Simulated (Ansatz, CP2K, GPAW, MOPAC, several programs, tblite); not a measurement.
## Si3Sn (ordering on diamond) from semi-empirical methods to plane-wave DFT

Si3Sn, ordered on the diamond lattice (R3m) with 4 atoms a cell, relaxed with r2SCAN in Ansatz, was computed with several methods. It is trigonal, R3m (No. 160); a = 4.048 Å, c = 19.901 Å in the conventional setting, 23.53 Å³ an atom. Si is surrounded by 3 Si at 2.44 Å and 1 Sn at 2.60 Å; Si is surrounded by 1 Si at 2.35 Å and 3 Sn at 2.53 Å; Si is surrounded by 4 Si at 2.35–2.44 Å; Sn is surrounded by 4 Si at 2.53–2.60 Å. (Calculated; spin-unpolarised; the phase may be known or hypothetical.)

```cif
data_structure
_symmetry_space_group_name_H-M 'R3m:H'
_symmetry_Int_Tables_number 160
_cell_length_a 4.0478
_cell_length_b 4.0478
_cell_length_c 19.9010
_cell_angle_alpha 90.000
_cell_angle_beta 90.000
_cell_angle_gamma 120.000
_cell_volume 282.39
loop_
_atom_site_label
_atom_site_type_symbol
_atom_site_symmetry_multiplicity
_atom_site_Wyckoff_symbol
_atom_site_fract_x
_atom_site_fract_y
_atom_site_fract_z
_atom_site_occupancy
Si1 Si 3 a 0.00000 0.00000 0.00613 1
Si2 Si 3 a 0.33333 0.66667 0.15985 1
Si3 Si 3 a 0.33333 0.66667 0.04201 1
Sn1 Sn 3 a 0.66667 0.33333 0.20867 1
```

Gaps and times are for a single point on this cell; volume and bulk modulus come from each method's own relaxation or energy curve at fixed shape, which is too stiff where a cell has free coordinates or axes. Times are rough, from shared hosts (Intel Xeon 6975P-C), and each method has its own mesh and cell size. A double dagger marks a value from a curve with shape and coordinates held. PM6 (MOPAC), PM7 (MOPAC), GFN1-xTB (tblite), GFN2-xTB (tblite) treat a cluster of cells at its zone centre, which samples few k points: where these miss a band edge, the gap comes out too large for that reason alone. Gaps from k meshes are read at a limited set of points (mesh, symmetry points, PBE's band edges), so each method's own least gap may be somewhat smaller. xTB and the PM methods were fitted mostly to molecules, and can miss a solid's gap by electronvolts. Minimal bases can be far off for gaps. GLLB-SC's gap includes the derivative discontinuity. d marks a direct gap, i an indirect one (no mark: not told apart), a dash a value that wasn't computed or didn't pass its checks.

```csv
method,kind,gap (eV),own volume (Å³/atom),bulk modulus (GPa),atoms computed,processor time
light PBE (260 eV and a coarse mesh),light plane-wave,0.17 i,–,–,4,1.1 s
PBE,semilocal,0.18 i,23.98,70‡,4,6.5 s
PBE/single zeta (GPAW),small basis,0.36 d,–,–,4,12 s
PM7 (MOPAC),semi-empirical,6.75,–,–,108,15 s
r2SCAN,semilocal,0.35 i,23.53,78‡,4,15 s
GFN1-xTB (tblite),tight binding,0.49,24.61‡,71‡,108,17 s
PBE/SZV (CP2K),small basis,1.16 d,24.77‡,72‡,4,23 s
PBE/DZVP (CP2K),small basis,0.19 i,24.08‡,69‡,4,47 s
GFN2-xTB (tblite),tight binding,1.18,–,–,108,98 s
GLLB-SC (GPAW),model potential,0.48,–,–,4,99 s
PM6 (MOPAC),semi-empirical,3.13,–,–,108,2.4 min
```

Against r2SCAN (0.35 eV) and with closed or daggered gaps left aside, the nearest gap at the points sampled is that of PBE/single zeta (GPAW) (+0.01 eV) and the farthest that of PM7 (MOPAC) (+6.40 eV). r2SCAN is only a yardstick of convenience: semilocal gaps usually lie below measured ones, which GLLB-SC and hybrids aim to mend.

Volumes against r2SCAN's: PBE +1.9 %.

Spin-orbit coupling is left out, which matters wherever the heavy atoms make up the band edges.
